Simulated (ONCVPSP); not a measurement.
# Fluorine: generating and testing an ONCV potential

Aim: build the potential from the settings below, then test how well it stands in for the atom: other configurations, scattering, ghost states and the plane-wave cutoff that it needs.

The numbers are computed with ONCVPSP 4.0.1 (PBEsol, scalar-relativistic, spin-unpolarised reference atom).

## (1) The atom and the settings

Typed settings, in words:

```json
{
  "element": "fluorine (F, Z = 9)",
  "type": "optimised norm-conserving Vanderbilt (ONCV)",
  "frozen core": "[He]",
  "valence charge": "7",
  "reference configuration": "2s2 2p4 (charge +1)",
  "partial waves": "2s: rc 0.65 bohr, ncon 4, nbas 7, qcut 10.7 1/bohr, local; 2p: rc 1.40 bohr, ncon 4, nbas 8, qcut 8.8 1/bohr, 2 projectors, debl 1.4 Ha; d scattering state at 0.12 Ha: rc 1.40 bohr, ncon 4, nbas 7, qcut 7.4 1/bohr, 2 projectors, debl 2 Ha",
  "local potential": "the s channel",
  "core correction": "Teter function, fcfact 3.75, rcfact 1.45"
}
```

An earlier all-electron run gives the scale for the radii.

All-electron outer shells of the reference configuration (PBEsol, scalar-relativistic, ld1.x):

```tsv
shell	level (eV)	outermost node (bohr)	outermost maximum (bohr)
1s	-681.88	–	0.11
2s	-47.18	0.24	0.75
2p	-28.22	–	0.68
```

## (2) The generation run

Contents of F.dat:

```
# ATOM AND REFERENCE CONFIGURATION
# atsym  z   nc   nv     iexc    psfile
  F 9.00    1    2  -116133      upf
#
#   n    l    f
    1    0    2.00
    2    0    2.00
    2    1    4.00
#
# PSEUDOPOTENTIAL AND OPTIMIZATION
# lmax
    2
#
#   l,   rc,      ep,       ncon, nbas, qcut
    0    0.65    0.00    4    7   10.70
    1    1.40    0.00    4    8    8.80
    2    1.40    0.12    4    7    7.40
#
# LOCAL POTENTIAL
# lloc, lpopt,  rc(5),   dvloc0
    0    5    0.65    0.00
#
# VANDERBILT-KLEINMAN-BYLANDER PROJECTORs
# l, nproj, debl
    0    0    2.30
    1    2    1.40
    2    2    2.00
#
# MODEL CORE CHARGE
# icmod, fcfact, rcfact
    3    3.75    1.45
#
# LOG DERIVATIVE ANALYSIS
# epsh1, epsh2, depsh
   -3.00    5.00    0.02
#
# OUTPUT GRID
# rlmax, drl
    6.00    0.01
#
# TEST CONFIGURATIONS
# ncnf
    4
# nvcnf
#   n    l    f
    2
    2    0    2.00
    2    1    5.00
#
    2
    2    0    2.00
    2    1    3.00
#
    2
    2    0    2.00
    2    1    2.00
#
    2
    2    0    1.00
    2    1    6.00
#
```

The run is started by

```
$ oncvpsp.x < F.dat > F.out
```

Before running it: what results should come out? Wanted: cutoffs for 1 and 0.1 mHa per electron, occupied waves; bound ghosts; GHOST(+) flags; largest test error; largest phase difference near zero energy, channels read; rms error of d²Exc/dn², without and with the model core.

**Answer**, as computed:

```
                                                quantity                  value
  cutoffs for 1 and 0.1 mHa per electron, occupied waves       57 Ha and 123 Ha
                                            bound ghosts             none found
                                          GHOST(+) flags     none at low energy
                            largest test error (AE − PS)  +735 meV, for 2s2 2p2
largest phase difference near zero energy, channels read              0.002 rad
 rms error of d²Exc/dn², without and with the model core      2.26 and 1.77 mHa
```

The worst unpolarised test, 2s2 2p2, is off by 735 meV on 98.8 eV; by total energies transferability rates as poor. That test lies far up in energy; among those under 40 eV, nearer to bonding, the largest error is 152 meV. By its cutoff, 57 Ha for the looser tolerance, it is hard. The 2s wave sets it; 2p needs 32 Ha. The program's ghost test flags no bound state. Near zero energy the phases of the channels with partial waves agree within 0.002 rad. All of this concerns the isolated atom, not yet a solid.
